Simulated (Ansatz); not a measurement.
# AlAsF3H3: the cost of one run

Program: Ansatz 0.2.0, Gaussian basis. Level of theory: the settings change from run to run. These are calculated values, not measurements.

## Step 1: The geometry

The geometry comes from an earlier relaxation with PBE0-D4 in a triple-zeta def2 set; it is a stationary point, not always the lowest conformer.

SMILES `[F][Al-]([F])([F])[AsH3+]`, 8 atoms, charge 0, spin multiplicity 1.

Atoms are counted from 1 here; the program's logs count them from 0.

Bond lengths: F1–Al2 1.650 Å, Al2–F3 1.650 Å, Al2–F4 1.650 Å, Al2–As5 2.597 Å, As5–H6 1.503 Å, As5–H7 1.503 Å, As5–H8 1.503 Å. Angles: F1–Al2–F3 117.6°, F1–Al2–F4 117.7°, F1–Al2–As5 99.0°, F3–Al2–F4 117.6°, F3–Al2–As5 98.9°, F4–Al2–As5 98.9°, Al2–As5–H6 118.8°, Al2–As5–H7 118.7°, Al2–As5–H8 118.7°, H6–As5–H7 98.8°, H6–As5–H8 98.8°, H7–As5–H8 98.8°.

## Step 2: r2SCANh/aug-pcseg-2

This run has unrestricted orbitals, D4 dispersion.

The input, in.yaml:

```yaml
crystal:
  periodic: [false, false, false]
  atoms:
    - {symbol: F, position_ang: [-0.034805, -1.711313, 1.650505]}
    - {symbol: Al, position_ang: [0.747099, -1.253005, 0.271825]}
    - {symbol: F, position_ang: [2.264727, -0.624316, 0.425902]}
    - {symbol: F, position_ang: [0.395843, -2.072731, -1.116257]}
    - {symbol: As, position_ang: [-0.549809, 0.942787, -0.219018]}
    - {symbol: H, position_ang: [-1.630005, 1.374028, 0.732703]}
    - {symbol: H, position_ang: [-1.318482, 1.054882, -1.505532]}
    - {symbol: H, position_ang: [0.217531, 2.232668, -0.296029]}
basis:
  gaussian: {orbitals: aug-pcseg-2}
magnetization: {spin_polarized: true, initial_magnetization: 0}
hamiltonian: {xc: {name: r2SCANh}, dispersion: d4}
```

Command:

```bash
> ansatz run in.yaml --threads 4 --pin off --events-out ev --progress --plain --max-ram 10444MiB
```

Q: Estimate wall time and peak memory on 4 threads of Arm Neoverse V1, shared host.

About 25 s, with a peak of 1.5 GiB.
